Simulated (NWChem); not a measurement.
# C2H7In (SMILES C[CH2][InH2]): levels of theory compared

Wanted: a comparison of 3 runs (HF/STO-3G, HF/3-21G, SVWN5/def2-TZVP) of C2H7In. 

Program for the calculation: NWChem 7.3.0.

**1. The system as given**

The species is C2H7In (10 atoms), meant as a singlet with charge 0. As SMILES, `C[CH2][InH2]`. The coordinates come from a PBE0-D4/def2-TZVP relaxation.

Bond lengths: C1–C2 1.522 Å, C2–In3 2.165 Å, C1–H4 1.096 Å, C1–H5 1.093 Å, C1–H6 1.093 Å, C2–H7 1.095 Å, C2–H8 1.095 Å, In3–H9 1.732 Å, In3–H10 1.734 Å. Some angles: C1–C2–In3 115.5°, C1–C2–H7 111.0°, C1–C2–H8 111.0°, In3–C2–H7 106.7°, In3–C2–H8 106.7°, C2–C1–H4 111.8°, C2–C1–H5 111.9°, C2–C1–H6 111.9°, C2–In3–H9 120.8°, C2–In3–H10 119.9°.

**2. Energy and gradient at HF/STO-3G (run 1)**

Input file run.py:

```python
from ase import Atoms
from ase.calculators.nwchem import NWChem

molecule = Atoms(['C', 'C', 'In', 'H', 'H', 'H', 'H', 'H', 'H', 'H'], positions=[
    [-0.977700, 0.382700, -0.894700],
    [-0.314700, -0.630300, 0.028300],
    [1.454400, 0.070200, 1.061700],
    [-1.865300, -0.032500, -1.384600],
    [-0.300700, 0.717200, -1.685200],
    [-1.297100, 1.277800, -0.354200],
    [-0.022600, -1.530900, -0.522300],
    [-1.013000, -0.976000, 0.797900],
    [2.318500, -0.968100, 2.146100],
    [2.018200, 1.690000, 0.807000],
])

calc = NWChem(
    label='nw',
    theory='scf',
    memory='2200 mb',
    basis='STO-3G',
    basispar='spherical bse',
    scf={'nopen': '0', 'rhf': None, 'thresh': '1e-08', 'maxiter': '80'},
)
molecule.calc = calc

forces = molecule.get_forces()
print("Total energy (eV):", round(molecule.get_potential_energy(), 6))
print("forces (eV/A):")
for s, f in zip(molecule.symbols, forces):
    print(f"{s:2s} {f[0]:10.5f} {f[1]:10.5f} {f[2]:10.5f}")
print("dipole (e A):", molecule.get_dipole_moment().round(4))
```

On the command line:

```sh
$ export ASE_NWCHEM_COMMAND="nwchem PREFIX.nwi > PREFIX.nwo"
$ python run.py
```

What it wrote:

```text
Total energy (eV): -156785.133111
forces (eV/A):
C    -0.69214    0.49987   -0.72577
C     1.56117   -0.65321    1.44162
In    0.98993    0.47720    0.54826
H     0.21248    0.15771    0.09431
H    -0.15211   -0.14414    0.20024
H     0.06541   -0.27177   -0.09513
H    -0.38042    0.40017   -0.02977
H    -0.01651    0.19438   -0.51432
H    -0.97177    1.03945   -1.16708
H    -0.61609   -1.69971    0.24765
dipole (e A): [ 0.0646 -0.0216  0.0567]
```

The calculator wrote nw.nwi:

```
title "nw"

permanent_dir nw

scratch_dir nw

start nw

geometry units angstrom nocenter noautosym noautoz
  C  -9.7770000000000001e-01 3.8269999999999998e-01 -8.9470000000000005e-01
  C  -3.1469999999999998e-01 -6.3029999999999997e-01 2.8299999999999999e-02
  In 1.4543999999999999e+00 7.0199999999999999e-02 1.0617000000000001e+00
  H  -1.8653000000000000e+00 -3.2500000000000001e-02 -1.3846000000000001e+00
  H  -3.0070000000000002e-01 7.1719999999999995e-01 -1.6852000000000000e+00
  H  -1.2970999999999999e+00 1.2778000000000000e+00 -3.5420000000000001e-01
  H  -2.2599999999999999e-02 -1.5308999999999999e+00 -5.2229999999999999e-01
  H  -1.0129999999999999e+00 -9.7599999999999998e-01 7.9790000000000005e-01
  H  2.3184999999999998e+00 -9.6809999999999996e-01 2.1461000000000001e+00
  H  2.0182000000000002e+00 1.6899999999999999e+00 8.0700000000000005e-01
end

memory 2200 mb

basis spherical bse noprint
   * library STO-3G
end

scf
  nopen 0
  rhf
  thresh 1e-08
  maxiter 80
end

task scf gradient
```

nw.nwo, shortened:

```text
[...]
      One-electron energy =  -8443.474418088532
[... 1 line left out ...]
 Nuclear repulsion energy =    234.083472953308
[... 52 lines left out ...]
                       ROHF Final Molecular Orbital Analysis
[... 223 lines left out ...]
     1   1 0 0      0.122162      0.000000    119.712630
[...]
  wavefunction    =   RHF
                         RHF ENERGY GRADIENTS
    atom               coordinates                        gradient
                 x          y          z           x          y          z
   1 C      -1.847585   0.723198  -1.690738    0.013460  -0.009721   0.014114
   2 C      -0.594697  -1.191094   0.053479   -0.030360   0.012703  -0.028035
   3 In      2.748417   0.132659   2.006322   -0.019251  -0.009280  -0.010662
[... 6 lines of this table left out ...]
  10 H       3.813845   3.193637   1.525009    0.011981   0.033054  -0.004816
[...]
```

Run time: 6.6 s. Hardware: 1 thread of AMD EPYC 9R14 (Zen 4), shared host; peak memory 0.1 GiB.

**3. Energy and gradient at HF/3-21G (run 2)**

Input file c2h7in.nw:

```
start c2h7in
title "C2H7In"
memory total 2200 mb

geometry noautosym nocenter noautoz
  C       -0.977700       0.382700      -0.894700
  C       -0.314700      -0.630300       0.028300
  In       1.454400       0.070200       1.061700
  H       -1.865300      -0.032500      -1.384600
  H       -0.300700       0.717200      -1.685200
  H       -1.297100       1.277800      -0.354200
  H       -0.022600      -1.530900      -0.522300
  H       -1.013000      -0.976000       0.797900
  H        2.318500      -0.968100       2.146100
  H        2.018200       1.690000       0.807000
end

basis spherical bse
  C library 3-21G
  In library 3-21G
  H library 3-21G
end

scf
  singlet
  rhf
  thresh 1e-08
  maxiter 80
end

task scf gradient
```

On the command line:

```sh
$ nwchem c2h7in.nw > c2h7in.out
```

What it wrote:

```text
[...]
  functions       =    63
[...]
  wavefunction    = RHF
[...]
         Total SCF energy =  -5794.064131221671
      One-electron energy =  -8466.282491701641
      Two-electron energy =   2438.134887526660
 Nuclear repulsion energy =    234.083472953309
        Time for solution =      4.0s
[...]
                         RHF ENERGY GRADIENTS
    atom               coordinates                        gradient
                 x          y          z           x          y          z
   1 C      -1.847585   0.723198  -1.690738    0.010253  -0.011032   0.012275
   2 C      -0.594697  -1.191094   0.053479   -0.002693   0.015482  -0.008450
   3 In      2.748417   0.132659   2.006322    0.002754   0.000064   0.002005
   4 H      -3.524906  -0.061416  -2.616515   -0.004401  -0.002189  -0.002400
   5 H      -0.568241   1.355311  -3.184566    0.002868   0.002184  -0.003963
   6 H      -2.451164   2.414692  -0.669341   -0.001590   0.004771   0.002068
   7 H      -0.042708  -2.892982  -0.987004    0.003856  -0.003837  -0.000396
   8 H      -1.914292  -1.844373   1.507812   -0.000345  -0.001453   0.005194
   9 H       4.381330  -1.829444   4.055541   -0.006258   0.007371  -0.007771
  10 H       3.813845   3.193637   1.525009   -0.004443  -0.011360   0.001438
[...]
```

Run time: 6 s. Hardware: 1 thread of AMD EPYC 9R14 (Zen 4), shared host; peak memory 0.1 GiB.

**4. Energy and forces at SVWN5/def2-TZVP (core potential) (run 3)**

Input file c2h7in.nw:

```
start c2h7in
memory stack 880 mb heap 220 mb global 1100 mb

geometry units angstrom noautosym nocenter noautoz
 C       -0.977700       0.382700      -0.894700
 C       -0.314700      -0.630300       0.028300
 In       1.454400       0.070200       1.061700
 H       -1.865300      -0.032500      -1.384600
 H       -0.300700       0.717200      -1.685200
 H       -1.297100       1.277800      -0.354200
 H       -0.022600      -1.530900      -0.522300
 H       -1.013000      -0.976000       0.797900
 H        2.318500      -0.968100       2.146100
 H        2.018200       1.690000       0.807000
end

basis spherical bse
 * library def2-TZVP
end

ecp bse
 In library def2-TZVP
end

dft
 xc slater vwn_5
 grid fine
 convergence energy 1e-08
 iterations 100
 mulliken
 print low
end

task dft gradient
```

On the command line:

```sh
$ nwchem c2h7in.nw > c2h7in.out
```

What it wrote:

```text
[...]
 d= 0,ls=0.0,diis     1   -269.3979809670 -3.93D+02  9.77D-03  7.53D-01     5.5
[...]
 d= 0,ls=0.0,diis    11   -269.4508185540 -1.21D-09  9.03D-08  3.23D-10    46.1
         Total DFT energy =     -269.450818553985
      One electron energy =     -688.078370871269
           Coulomb energy =      323.489780925901
    Exchange-Corr. energy =      -28.933418066462
 Nuclear repulsion energy =      124.071189457845
[...]
      Total Density - Mulliken Population Analysis
     ---------------------------------------------
    Atom       Charge   Shell Charges
 -----------   ------   -------------------------------------------------------
    1 C    6     6.46   0.84  1.13  0.51  0.65  0.17  1.37  1.22  0.50  0.01  0.04  0.00
    2 C    6     6.54   0.84  1.13  0.51  0.65  0.18  1.33  1.24  0.60  0.01  0.05  0.00
    3 In  21    20.60   0.40 -0.85  1.63  0.81  1.01  0.33 -0.41  6.40  0.71  0.44  0.08  8.71  1.24  0.08  0.00  0.02
    4 H    1     0.84   0.26  0.47  0.09  0.02
    5 H    1     0.84   0.26  0.47  0.09  0.02
    6 H    1     0.84   0.26  0.47  0.09  0.02
    7 H    1     0.84   0.26  0.46  0.09  0.02
    8 H    1     0.84   0.26  0.46  0.09  0.02
    9 H    1     1.10   0.21  0.51  0.37  0.01
   10 H    1     1.10   0.21  0.51  0.38  0.01
[...]
                         DFT ENERGY GRADIENTS
    atom               coordinates                        gradient
                 x          y          z           x          y          z
   1 C      -1.847585   0.723198  -1.690738   -0.005671   0.006688  -0.007118
   2 C      -0.594697  -1.191094   0.053479   -0.001965  -0.010862   0.003159
   3 In      2.748417   0.132659   2.006322    0.003518   0.001584   0.001927
   4 H      -3.524906  -0.061416  -2.616515    0.004457   0.002276   0.002360
   5 H      -0.568241   1.355311  -3.184566   -0.003431  -0.001796   0.003932
   6 H      -2.451164   2.414692  -0.669341    0.001523  -0.004516  -0.002631
   7 H      -0.042708  -2.892982  -0.987004   -0.002278   0.004542   0.002167
   8 H      -1.914292  -1.844373   1.507812    0.002736   0.001760  -0.004529
   9 H       4.381330  -1.829444   4.055541    0.000542  -0.000605   0.000678
  10 H       3.813845   3.193637   1.525009    0.000569   0.000928   0.000054
[...]
```

It took 62 s on 1 thread of AMD EPYC 9R14 (Zen 4), shared host; peak memory 0.14 GiB.

**5. All runs side by side**

```
run                             level  iteration cap  module   energy (Eh)  dipole moment (D)  HOMO energy (eV)  LUMO energy (eV)  wall time
  1                         HF/STO-3G             80     scf  -5761.747416               0.43             -7.57              5.92      6.6 s
  2                          HF/3-21G             80     scf  -5794.064131               0.56             -9.59              1.04        6 s
  3  SVWN5/def2-TZVP (core potential)            100     dft   -269.450819                  –                 –                 –       62 s
```

**6. What came out**

| quantity | value |
| --- | --- |
| run 3: total energy | -269.45082 Eh |
| run 3: largest force on an atom | 0.590 eV/Å |

In words: Some runs of one species differ in core potentials or relativity; totals across that change don't compare. In run 1 the basis is minimal, so the values are rough. In runs 1, 2 relativity is left out where basis or elements ask for it. All runs together took 75 s, the longest 62 s.
